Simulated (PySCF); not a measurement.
# How the numerical set-up moves the result for PtH2 (triplet)

Which parts of the numerical set-up matter for PtH2 (triplet)? Each run edits the base script.

Computed with PySCF 2.14.0. Level: method and basis as typed in the scripts.

1 further run of the same task is left out (it didn't finish).

**1. The starting structure**

PtH2 (triplet): 3 atoms, charge 0, spin multiplicity 3.

Bond lengths: Pt1–H2 1.604 Å, Pt1–H3 1.604 Å. Angles: H2–Pt1–H3 131.9°.

Coordinates:

```xyz
3

Pt    0.0065    0.0014    0.0000
H    -0.6324   -0.1397    1.4645
H    -0.6324   -0.1397   -1.4645
```

**2. Base script**

Input file input.py:

```python
from pyscf import gto, scf, mp

mol = gto.M(
    atom='Pt 0.0065 0.0014 0; H -0.6324 -0.1397 1.4645; H -0.6324 -0.1397 -1.4645',
    basis='def2-svpd',
    ecp={'Pt': 'def2-svpd'},
    charge=0,
    spin=2,
    verbose=4,
)
mf = scf.UHF(mol)
mf.level_shift = 0.3
mf.kernel()
mp.MP2(mf).kernel()
mf.dip_moment()
print('orbital energies (hartree):', [e[max(0, n-3):n+3].round(4) for e, n in zip(mf.mo_energy, mol.nelec)])
```

Started as:

```bash
python input.py
```

The log of this run is left out.

Base result: E(SCF) = -119.505917 Eh, E(MP2) − E(SCF) = -0.35494 Eh, ⟨S²⟩ = 2.018, μ = 1.55 D (of the SCF density).

No search for the lowest state was made; open d or f shells can end in a higher solution. The triplet is typed in the script; nothing here shows that it is the ground state.

**3. Ano-rcc-vdzp (core potential off, X2C on)**

Run 1 changes basis set: def2-svpd → ano-rcc-vdzp; core potential: on → off; spin-free X2C: off → on. The core potential changes with it: totals don't compare.

Input file input.py:

```python
from pyscf import gto, scf, mp

mol = gto.M(
    atom='Pt 0.0065 0.0014 0; H -0.6324 -0.1397 1.4645; H -0.6324 -0.1397 -1.4645',
    basis='ano-rcc-vdzp',
    charge=0,
    spin=2,
    verbose=4,
)
mf = scf.UHF(mol)
mf = mf.sfx2c1e()
mf.level_shift = 0.3
mf.kernel()
mp.MP2(mf).kernel()
mf.dip_moment()
print('orbital energies (hartree):', [e[max(0, n-3):n+3].round(4) for e, n in zip(mf.mo_energy, mol.nelec)])
```

Started as:

```bash
python input.py
```

**4. Density fitting weigend**

Run 2 changes density fitting: none → weigend.

Edit input.py of step 2 so:

```diff
@@ -11,2 +11,3 @@
 mf = scf.UHF(mol)
+mf = mf.density_fit(auxbasis='weigend')
 mf.level_shift = 0.3
```

Q: Predict the outcome of this session. Wanted: for each run, E(SCF); from base; gap, α spin; SCF dipole; after the SCF.

The runs gave:

| run | E(SCF) (hartree) | from base (eV) | cycles | gap, α spin (eV) | SCF dipole (D) | functions | after the SCF |
| --- | --- | --- | --- | --- | --- | --- | --- |
| base | -119.505917 | 0 | 28 | 10.25 | 1.55 | 51 | MP2 correlation -9.658 eV |
| ano-rcc-vdzp (core potential off, X2C on) | -18414.033383 | not comparable | 29 | 11.35 | 1.63 | 69 | MP2 correlation -15.200 eV |
| density fitting weigend | -119.131001 | +10.2020 | 28 | 10.20 | 1.55 | 51 | MP2 correlation -10.004 eV |

**Reading.** The dearest run is “ano-rcc-vdzp (core potential off, X2C on)”, at 33 s against 2.3 s.
